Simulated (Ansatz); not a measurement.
# TiPt3 (Pm-3m): bands and what follows from them

What do the bands of TiPt3 (Pm-3m) imply? The runs give the Fermi surface and transport coefficients.

Program: Ansatz 0.2.0. Level of theory: DFT PBE, scalar-relativistic, plane waves, PAW. These are calculated values, not measurements.

6 further runs of the same task are left out: 1 that didn't finish, 5 set aside as unsound or not needed.

## 1. Starting point

The structure is cubic, space group Pm-3m (No. 221). The conventional cell has a = 3.897 Å, b = 3.897 Å, c = 3.897 Å, α = 90.00°, β = 90.00°, γ = 90.00°. Around Ti (site symmetry m-3m) lie 12 Pt at 2.76 Å. Around Pt (site symmetry 4/mmm) lie 4 Ti at 2.76 Å and 8 Pt at 2.76 Å.

As a file:

```cif
data_structure
_symmetry_space_group_name_H-M 'P 1'
_symmetry_Int_Tables_number 1
_cell_length_a 3.8970
_cell_length_b 3.8970
_cell_length_c 3.8970
_cell_angle_alpha 90.000
_cell_angle_beta 90.000
_cell_angle_gamma 90.000
_cell_volume 59.18
loop_
_atom_site_label
_atom_site_type_symbol
_atom_site_fract_x
_atom_site_fract_y
_atom_site_fract_z
_atom_site_occupancy
Ti1 Ti 0.00000 0.00000 0.00000 1
Pt1 Pt 0.00000 0.50000 0.50000 1
Pt2 Pt 0.50000 0.00000 0.50000 1
Pt3 Pt 0.50000 0.50000 0.00000 1
```

The cell is the deposited one, not relaxed. At PBE, an earlier run found 10.12 GPa for this cell of 14.796 Å³/atom (10×10×10 mesh), metallic. The cell is compressed at this level.

## 2. Bands on a fine mesh, Fermi surface

The input, input.yaml:

```yaml
crystal:
  lattice:
    - [3.8969996648, 0.0, 0.0]
    - [0.0, 3.8969996648, 0.0]
    - [0.0, 0.0, 3.8969996648]
  atoms:
    - { symbol: Ti, position: [0.0, 0.0, 0.0] }
    - { symbol: Pt, position: [0.0, 0.5, 0.5] }
    - { symbol: Pt, position: [0.5, 0.0, 0.5] }
    - { symbol: Pt, position: [0.5, 0.5, 0.0] }
basis:
  ecutwfc: 420
  ecutrho_ratio: 4
kpoints:
  mp_grid: { grid: [10, 10, 10] }
hamiltonian:
  xc: pbe
scf:
  occupations: { method: gaussian, width: 0.05 }
output:
  forces: true
  stress: true
  eigenvalues: true
  eigenstates:
    nscf_kmesh: { grid: [12, 12, 12] }
    de_dk: true
    e_range: [-2.5, 2.5]
  write_density: true
  write_potential: true
  elf: true
  volumetric_format: npy
```

Command:

```bash
$ ansatz run input.yaml --threads 4 --pin off --max-ram 9216MiB --backend cpu --events-out ev --progress --plain --runs-dir out
```

Standard output, cut to the lines that bear on the results:

```text
Warning: RAYON_NUM_THREADS=4 ignored (pool sized by the plan → 4); use --threads N
[...]
Pseudopotentials: kind: paw
Pseudopotential: Ti, paw, valence charge 12, recommended cutoff 420 eV (normal), Ti.paw.azcp
Pseudopotential: Pt, paw, valence charge 18, recommended cutoff 420 eV (normal), Pt.paw.azcp
Functional definition: PBE
[...]
Crystal: 4 atoms, lattice volume = 59.182 Å³
Basis set: ecut = 420 eV, 1189 PW (Γ), exchange–correlation on 54×54×54 points (8 copies of the dense FFT grid, shifted against one another)
Bands: 40, of which v1, the nominal top of the filled ones, is band 33 counted from 1 (32 counted from 0)
Symmetry: 48 space group operations
Space group: Pm-3m (ITA 221), of the structure as read, at distance tolerance 3.9e-5 Å
k-points: 56 of 1000
[...]
SCF iter   1: F=—  HF=-40072.090126 eV  |F-HF|=—  |Δ(HF+E_count)|=         —  Δρ=1.60e-2  dr2=2.33e-1  ethr=1.77e-3  ⟨swp⟩=5.5  Hψ=7183  notcnv=0
[...]
SCF iter   9: F=-40072.072799 eV  HF=-40072.072799 eV  |F-HF|=1.46e-11  |Δ(HF+E_count)|=  1.46e-11  Δρ=7.50e-8  dr2=4.03e-12  ethr=1.00e-12  ⟨swp⟩=8.6  Hψ=9859  notcnv=0
[...]
NSCF: frozen V_eff on 84 k-points
SCF converged after 9 iterations
Free energy (F): -40072.072799 eV
[...]
E sigma→0 (E₀):  -40072.071941 eV
Entropy (-TS):   -0.001717 eV (-0.429 meV/atom)
Fermi energy:    22.628181 eV
[...]
--- Forces (eV/Å), atoms counted from 1 ---
  atom   1  Ti    -0.00000000    -0.00000000     0.00000000
  atom   2  Pt     0.00000000     0.00000000     0.00000000
  atom   3  Pt     0.00000000    -0.00000000     0.00000000
  atom   4  Pt    -0.00000000     0.00000000     0.00000000
[...]
--- Stress (GPa, compression-positive) ---
       10.120451       0.000000      -0.000000
        0.000000      10.120451       0.000000
        0.000000       0.000000      10.120451
  P = ⅓ Tr σ = 10.1205 GPa (101.205 kbar)
--- Band table (eV; the first three rows and the last of 56) ---
[...]
--- Fermi surface from the table of eigenstates, both spin states counted (twice the sheets' area in a run without spin) ---
  How far the three rows differ hints at the mesh's error and does not bound it.
  reading                E - E_F (eV)   area (Å⁻²)  resistivity times mean free path along x, y, z (Ω·m²), under one mean free path over the surface
  by tetrahedra               -0.0211        7.303  4.1860e-15  4.1860e-15  4.1860e-15
  by the states' slopes  not read: the table lacks a row of a band that the level cuts (widen output.eigenstates.e_range, raise output.eigenstates.top_band)
  on every second point        0.0328        5.457  5.6025e-15  5.6025e-15  5.6025e-15
```

Wall time 5.3 s (4 threads of Arm Neoverse V1, shared host); peak memory 0.45 GiB.

In short: volume 14.796 Å³/atom, pressure 10.12 GPa, a metal on this mesh.

Bands that cross the Fermi level on the 12×12×12 mesh (edges cut at 2.5 eV from it):

| spin | band | lowest (eV) | highest (eV) |
| --- | --- | --- | --- |
| both | 30 | -2.49 | 0.02 |
| both | 31 | -2.50 | 0.02 |
| both | 32 | -2.40 | 0.02 |
| both | 33 | -2.30 | 1.38 |
| both | 34 | -0.48 | 1.38 |
| both | 35 | -0.48 | 1.56 |

Density in a lattice plane of the grid's cell (edges 3.90 and 3.90 Å, at 0.000 of the third edge), which holds Ti and Pt.

Values in e/Å³, 12 rows by 12 columns:
```
 8.16  5.89  1.84  0.30  0.19  0.19  0.19  0.19  0.19  0.30  1.84  5.89
 2.83  1.84  0.61  0.27  0.27  0.31  0.33  0.31  0.27  0.27  0.61  1.84
 0.34  0.30  0.27  0.32  0.48  0.74  0.92  0.74  0.48  0.32  0.27  0.30
 0.17  0.19  0.27  0.48  1.36  3.24  4.48  3.24  1.36  0.48  0.27  0.19
 0.16  0.19  0.31  0.74  3.24  7.49  9.69  7.49  3.24  0.74  0.31  0.19
 0.16  0.19  0.33  0.92  4.48  9.69 11.98  9.69  4.48  0.92  0.33  0.19
 0.16  0.19  0.31  0.74  3.24  7.49  9.69  7.49  3.24  0.74  0.31  0.19
 0.17  0.19  0.27  0.48  1.36  3.24  4.48  3.24  1.36  0.48  0.27  0.19
 0.34  0.30  0.27  0.32  0.48  0.74  0.92  0.74  0.48  0.32  0.27  0.30
 2.83  1.84  0.61  0.27  0.27  0.31  0.33  0.31  0.27  0.27  0.61  1.84
 8.16  5.89  1.84  0.30  0.19  0.19  0.19  0.19  0.19  0.30  1.84  5.89
10.14  8.16  2.83  0.34  0.17  0.16  0.16  0.16  0.17  0.34  2.83  8.16
```
Columns run along the first of these edges and rows up along the second, over one cell in 12 and 12 even steps from the bottom left corner. Atoms in the plane (fractional): Ti at (0.00, 0.00), Pt at (0.50, 0.50).

ELF in the same plane.

Values, 12 rows by 12 columns:
```
0.34 0.57 0.48 0.09 0.16 0.23 0.24 0.23 0.16 0.09 0.48 0.57
0.55 0.48 0.23 0.15 0.28 0.29 0.27 0.29 0.28 0.15 0.23 0.48
0.10 0.09 0.15 0.31 0.34 0.34 0.36 0.34 0.34 0.31 0.15 0.09
0.11 0.16 0.28 0.34 0.42 0.54 0.59 0.54 0.42 0.34 0.28 0.16
0.19 0.23 0.29 0.34 0.54 0.66 0.68 0.66 0.54 0.34 0.29 0.23
0.21 0.24 0.27 0.36 0.59 0.68 0.66 0.68 0.59 0.36 0.27 0.24
0.19 0.23 0.29 0.34 0.54 0.66 0.68 0.66 0.54 0.34 0.29 0.23
0.11 0.16 0.28 0.34 0.42 0.54 0.59 0.54 0.42 0.34 0.28 0.16
0.10 0.09 0.15 0.31 0.34 0.34 0.36 0.34 0.34 0.31 0.15 0.09
0.55 0.48 0.23 0.15 0.28 0.29 0.27 0.29 0.28 0.15 0.23 0.48
0.34 0.57 0.48 0.09 0.16 0.23 0.24 0.23 0.16 0.09 0.48 0.57
0.00 0.34 0.55 0.10 0.11 0.19 0.21 0.19 0.11 0.10 0.55 0.34
```
Columns run along the first of these edges and rows up along the second, over one cell in 12 and 12 even steps from the bottom left corner. Atoms in the plane (fractional): Ti at (0.00, 0.00), Pt at (0.50, 0.50).

Both are smooth fields of the valence electrons: close to the nuclei they are not physical.

## 3. States of the whole zone by energy, transport at constant relaxation time

input.yaml: that of step 2 with these lines changed.

```diff
@@ -23,9 +23,2 @@
   eigenvalues: true
-  eigenstates:
-    nscf_kmesh: { grid: [12, 12, 12] }
-    de_dk: true
-    e_range: [-2.5, 2.5]
-  write_density: true
-  write_potential: true
-  elf: true
-  volumetric_format: npy
+  states_by_energy: { minimum_broadening: 0.05 }
```

Command:

```bash
$ ansatz run input.yaml --threads 4 --pin off --max-ram 9216MiB --backend cpu --events-out ev --progress --plain --runs-dir out
```

Standard output:

```text
Warning: RAYON_NUM_THREADS=4 ignored (pool sized by the plan → 4); use --threads N
Engine: ansatz 0.2.0, aarch64-unknown-linux-gnu
[... 4 set-up lines as earlier in the session ...]
  parameter kappa = 0.804
  parameter beta = 0.06672455060314922
  exchange = pbe_x(kappa = kappa, mu = beta*pi^2/3)
  correlation = pbe_c(beta = beta)
Crystal: 4 atoms, lattice volume = 59.182 Å³
Basis set: ecut = 420 eV, 1189 PW (Γ), exchange–correlation on 54×54×54 points (8 copies of the dense FFT grid, shifted against one another)
Bands: 40, of which v1, the nominal top of the filled ones, is band 33 counted from 1 (32 counted from 0)
[... 2 set-up lines as earlier in the session ...]
k-points: 56 of 1000
Non-local potential: Ti, projectors of the file, l = 0: 3, l = 1: 2, l = 2: 3, l = 3: 1
Non-local potential: Pt, projectors of the file, l = 0: 3, l = 1: 2, l = 2: 2, l = 3: 1
PAW form: soft (Blöchl's): semilocal exchange-correlation on the pseudo side does not see the compensation charge
PAW one-centre angular grid: Ti, 590 points (default); XC on 64 Gauss nodes
PAW one-centre angular grid: Pt, 590 points (default); XC on 64 Gauss nodes
Initial density: superposition of atomic densities (neutral atoms: chi_scale 0, normalization atom), corrected by the library's trained network
Initial wavefunctions: pseudopotential atomic-orbital guess
Functional: x = pbe(κ = 0.804, μ = 0.2195149727645171), c = pbe(β = 0.06672455060314922)
SCF iter   1: F=—  HF=-40072.090126 eV  |F-HF|=—  |Δ(HF+E_count)|=         —  Δρ=1.60e-2  dr2=2.33e-1  ethr=1.77e-3  ⟨swp⟩=5.5  Hψ=7183  notcnv=0
preconditioner: auto → Kerker (q_TF=auto, 2.778 Å⁻¹)  [metal: Δε(μ)=0.041 eV  Ē_g=6.145 eV  σ=0.050 eV  W_gap=0.41  n_scr=18 (ndim 8)  ℏωp=28.1 eV  f_vac=0.000  D(μ)=0.79/eV (n_scr^D=0)]
SCF iter   2: F=—  HF=-40072.077360 eV  |F-HF|=—  |Δ(HF+E_count)|=   1.28e-2  Δρ=7.96e-3  dr2=6.14e-2  ethr=3.52e-4  ⟨swp⟩=2.0  Hψ=2951  notcnv=0  defer=103
preconditioner: auto → Resta (q_TF=auto, 2.778 Å⁻¹)  ε∞=22.3  [insulator: Δε(μ)=0.066 eV  Ē_g=6.097 eV  σ=0.050 eV  W_gap=0.52  n_scr=18 (ndim 8)  ℏωp=28.1 eV  f_vac=0.000  D(μ)=1.30/eV (n_scr^D=6)  ε∞_Penn≈22.3]
SCF iter   3: F=—  HF=-40072.072750 eV  |F-HF|=—  |Δ(HF+E_count)|=   4.61e-3  Δρ=1.00e-3  dr2=2.68e-4  ethr=9.31e-5  ⟨swp⟩=2.0  Hψ=2538  notcnv=0  defer=105
SCF iter   4: F=—  HF=-40072.072793 eV  |F-HF|=—  |Δ(HF+E_count)|=   4.27e-5  Δρ=3.06e-4  dr2=9.90e-5  ethr=4.06e-7  ⟨swp⟩=2.0  Hψ=3210  notcnv=0  defer=105
SCF iter   5: F=—  HF=-40072.072799 eV  |F-HF|=—  |Δ(HF+E_count)|=   6.75e-6  Δρ=3.72e-5  dr2=5.78e-7  ethr=1.50e-7  ⟨swp⟩=1.5  Hψ=2226  notcnv=0  defer=105
SCF iter   6: F=-40072.072799 eV  HF=-40072.072799 eV  |F-HF|=2.56e-9  |Δ(HF+E_count)|=   9.44e-8  Δρ=7.72e-6  dr2=2.84e-8  ethr=1.52e-10  ⟨swp⟩=7.6  Hψ=8591  notcnv=0
SCF 1 converged in 6 iterations: F = -40072.072799 eV  dr2 = 2.84e-8
NSCF: frozen V_eff on 8 k-points
SCF converged after 6 iterations
Free energy (F): -40072.072799 eV
Harris-Foulkes:  -40072.072799 eV  (|F-HF|=2.56e-9)
Internal energy: -40072.071082 eV  (E = F + TS)
E sigma→0 (E₀):  -40072.071941 eV
Entropy (-TS):   -0.001717 eV (-0.429 meV/atom)
Fermi energy:    22.628190 eV
--- Per-component energies (eV) ---
  E_band       = -527.100101
  E_kinetic    = 2191.234622
  E_local      = -5216.865350  (includes V_loc(G=0)·N_el)
  E_nonlocal   = 602.483848
  E_hartree    = 1984.086608
  E_xc         = -887.617426
  E_vxc        = -1036.937742  (∫ρ·V_xc dr)
  E_paw        = -29408.359861  (= ΣΔE_a)
  E_vpaw       = -1035.191710  (= ΣTr[D̂ρ^β])
  E_aug_tail   = 0.000678  (compensation charges beyond the density's cutoff)
  E_ewald      = -9337.034202
  E_smearing   = -0.001717  (= −TS)
  E_closure    = -0.000000  (closes the sum)
  Σ components = -40072.072799   (vs F -40072.072799, Δ=0.00e0)
--- Forces (eV/Å), atoms counted from 1 ---
  atom   1  Ti     0.00000000     0.00000000     0.00000000
  atom   2  Pt     0.00000000     0.00000000    -0.00000000
  atom   3  Pt     0.00000000    -0.00000000    -0.00000000
  atom   4  Pt     0.00000000    -0.00000000     0.00000000
  max |Σ_I F_I| component: 2.03e-28 eV/Å
--- Stress (GPa, compression-positive) ---
       10.120760      -0.000000       0.000000
       -0.000000      10.120760       0.000000
       -0.000000       0.000000      10.120760
  P = ⅓ Tr σ = 10.1208 GPa (101.208 kbar)
--- Band table (eV; the first three rows and the last of 56) ---
  k-point 0: bands = ["-76.4622", "-76.4256", "-76.4256", "-35.5465", "-30.8500", "-30.8500", "-30.8500", "-30.6576", "-30.6576", "-30.6576", "-30.5016", "-30.5016", "-30.5016", "-11.7747", "-11.7747", "-11.7747", "12.3696", "15.1557", "15.5275", "15.5275", "15.8309", "15.8309", "15.8309", "18.9663", "18.9663", "18.9663", "20.9077", "20.9077", "22.0793", "22.6509", "22.6509", "22.6509", "24.0060", "24.0060", "24.1884", "24.1884", "24.1884", "24.6391", "24.6391", "24.6391"]
  k-point 1: bands = ["-76.4614", "-76.4264", "-76.4256", "-35.5468", "-30.8452", "-30.8452", "-30.8419", "-30.6589", "-30.6589", "-30.6579", "-30.5101", "-30.5051", "-30.5051", "-11.7777", "-11.7752", "-11.7752", "12.5033", "15.2408", "15.5765", "15.6390", "15.8798", "15.9134", "15.9134", "18.8846", "19.0073", "19.0073", "20.7920", "20.9251", "21.9567", "22.0555", "22.0555", "22.6513", "23.3904", "23.9167", "23.9167", "23.9420", "24.0936", "24.6357", "25.4244", "25.4244"]
  k-point 2: bands = ["-76.4591", "-76.4286", "-76.4256", "-35.5473", "-30.8317", "-30.8317", "-30.8185", "-30.6631", "-30.6631", "-30.6588", "-30.5345", "-30.5146", "-30.5146", "-11.7855", "-11.7767", "-11.7767", "12.8928", "15.4767", "15.7065", "15.9609", "16.0205", "16.1585", "16.1585", "18.6594", "19.1086", "19.1086", "20.4625", "20.9611", "21.0431", "21.0431", "21.6007", "22.0594", "22.6523", "23.4846", "23.4846", "23.7781", "23.8267", "24.6271", "26.7007", "26.7007"]
  k-point 55: bands = ["-76.4377", "-76.4377", "-76.4377", "-35.5443", "-30.9343", "-30.8337", "-30.8337", "-30.8337", "-30.5394", "-30.5394", "-30.5394", "-30.4998", "-30.4998", "-11.7863", "-11.7863", "-11.7863", "15.1138", "15.1138", "15.1138", "15.5528", "18.0865", "18.0865", "18.0865", "18.9329", "18.9329", "18.9329", "19.5486", "19.5486", "21.6176", "21.9058", "21.9058", "21.9058", "22.1527", "22.1527", "22.1527", "23.8102", "23.8102", "23.8102", "24.1533", "24.1533"]
```

It took 75 s on 4 threads of Arm Neoverse V1, shared host; peak memory 0.9 GiB.

In short: volume 14.796 Å³/atom, pressure 10.12 GPa, a metal on this mesh.

A script then sums the file of states by energy over Fermi windows, for rigid-band transport at a constant relaxation time τ. Negative carriers are holes, and the chemical potential counts from the run's Fermi level:

| T (K) | electrons added (10¹⁹ cm⁻³) | chemical potential (eV) | σ/τ xx (10²⁰/Ω m s) | Seebeck xx (μV/K) | Lorenz xx (10⁻⁸ V²/K²) |
| --- | --- | --- | --- | --- | --- |
| 600 | 0 | -0.033 | 1.47 | -3 | 2.99 |
| 600 | 1 | -0.033 | 1.47 | -3 | 2.99 |
| 600 | -1 | -0.034 | 1.47 | -3 | 2.99 |
| 600 | 10 | -0.029 | 1.47 | -4 | 3.00 |
| 600 | -10 | -0.038 | 1.47 | -2 | 2.98 |
| 600 | 100 | 0.012 | 1.5 | -15 | 3.08 |
| 600 | -100 | -0.085 | 1.49 | 7 | 2.89 |
| 900 | 0 | -0.054 | 1.59 | -4 | 3.53 |
| 900 | 1 | -0.053 | 1.59 | -5 | 3.53 |
| 900 | -1 | -0.054 | 1.59 | -4 | 3.53 |
| 900 | 10 | -0.050 | 1.59 | -6 | 3.53 |
| 900 | -10 | -0.058 | 1.59 | -3 | 3.52 |
| 900 | 100 | -0.016 | 1.61 | -17 | 3.55 |
| 900 | -100 | -0.097 | 1.6 | 8 | 3.44 |

## 4. What came out

| quantity | value |
| --- | --- |
| Fermi-surface area, spins summed | 7.30 Å⁻² |
| resistivity × mean free path, xx and zz | 4.19, 4.19 × 10⁻¹⁵ Ω m² |
| largest S²σ/τ along x | at 900 K with 100 × 10¹⁹ cm⁻³ electrons, S = -17 μV/K |

**Reading.** On the fine mesh the Fermi surface has sheets from 6 bands. The area isn't converged in the mesh. Among the cases computed, S²σ/τ along x is largest at 900 K for electron doping of 100 × 10¹⁹ cm⁻³. That is the edge of the range tried, not a located peak. Spin–orbit coupling is left out, though the cell holds Pt; in elements this heavy it can shift levels and gaps by tenths of an eV.
